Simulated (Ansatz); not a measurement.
# GaPN (doublet): the correlation ladder, cc-pVTZ

An exercise on one series of results from a longer session: the logs are not shown, and one member is left open.

Computed with Ansatz 0.2.0, Gaussian basis. Level: cc-pVTZ, core rule «outside noble gas», up to 20 orbitals frozen.

To be run: UHF; CCSD(T) on ROHF; CCSD(T) on UHF; BCCD(T) on ROHF; CCSDT(Q) on ROHF; CCSDT(Q) on UHF.

7 further runs of the same task are left out: 4 for a known fault of the program, 3 set aside as unsound or not needed. Runs told in other sessions of the task aren't counted.

**What is computed**

The geometry is a PBE0/def2-TZVP stationary point (not a proven minimum) of the parent state, kept for this charge and spin. No spin-orbit coupling is included. The filled d shell of Ga may be among the frozen orbitals whatever the setting's name suggests.

3 atoms, charge 0, spin multiplicity 2.

Atoms are counted from 1 here; the program's logs count them from 0.

Bond lengths: Ga1–P2 2.418 Å, Ga1–N3 1.835 Å, P2–N3 1.712 Å. Angles: P2–Ga1–N3 44.9°, Ga1–P2–N3 49.2°, Ga1–N3–P2 85.9°.

The first run:

in.yaml reads:

```yaml
crystal:
  periodic: [false, false, false]
  atoms:
    - {symbol: Ga, position_ang: [0.000000, 0.093764, 0.821607]}
    - {symbol: P, position_ang: [0.000000, 0.284432, -1.589191]}
    - {symbol: N, position_ang: [0.000000, -1.095724, -0.575558]}
basis:
  gaussian: {orbitals: cc-pVTZ}
magnetization: {spin_polarized: true, initial_magnetization: 1}
hamiltonian: {xc: hf}
output: {orbitals: {seedname: orbitals}}
```

On the command line:

```
ansatz run in.yaml --threads 1 --pin off --events-out ev --progress --plain --max-ram 4096MiB --backend cpu
```

Among the steps run: UHF; CCSD(T) on ROHF; CCSD(T) on UHF; BCCD(T) on ROHF; CCSDT(Q) on ROHF; CCSDT(Q) on UHF.

One table of the session follows, with a row left open; its other results are not shown here.

| method | from RCCSDT(Q) (kJ/mol) |
| --- | --- |
| ROHF | +1166.1 |
| RMP2 | +106.6 |
| UMP2 | +204.5 |
| RCCSD | +82.3 |
| UCCSD | +84.2 |
| RCCSD(T) | +8.5 |
| UCCSD(T) | ? |
| BCCD(T) | +8.1 |
| RCCSDT | +8.7 |
| UCCSDT | +8.8 |
| RCCSDT(Q) | 0 |
| UCCSDT(Q) | -1.7 |

**Question.** Estimate the row for UCCSD(T).

**Answer.** from RCCSDT(Q) (kJ/mol): +14.1. In the column «from RCCSDT(Q) (kJ/mol)» it lies between UCCSDT (+8.8) and RCCSD (+82.3).

Left out of the table: UHF (another determinant or state than the rows shown).

Limits of these values: The determinant of HF (⟨S²⟩ 1.31) is far from a pure spin state, so its energy mixes those of several spin states; that is harmless only where they are near-degenerate. The determinant of CCSD(T) (⟨S²⟩ 1.30) is far from a pure spin state, so its energy mixes those of several spin states; high orders of coupled cluster remove much of that, low ones don't. The determinant of CCSDT(Q) (⟨S²⟩ 1.30) is far from a pure spin state, so its energy mixes those of several spin states; high orders of coupled cluster remove much of that, low ones don't. Warnings: spin contamination; coupled cluster took another determinant than the lowest. Restricted and unrestricted rows rest on different reference determinants; a gap between their highest levels can come from leftover correlation error, from unlike frozen cores or from another state.
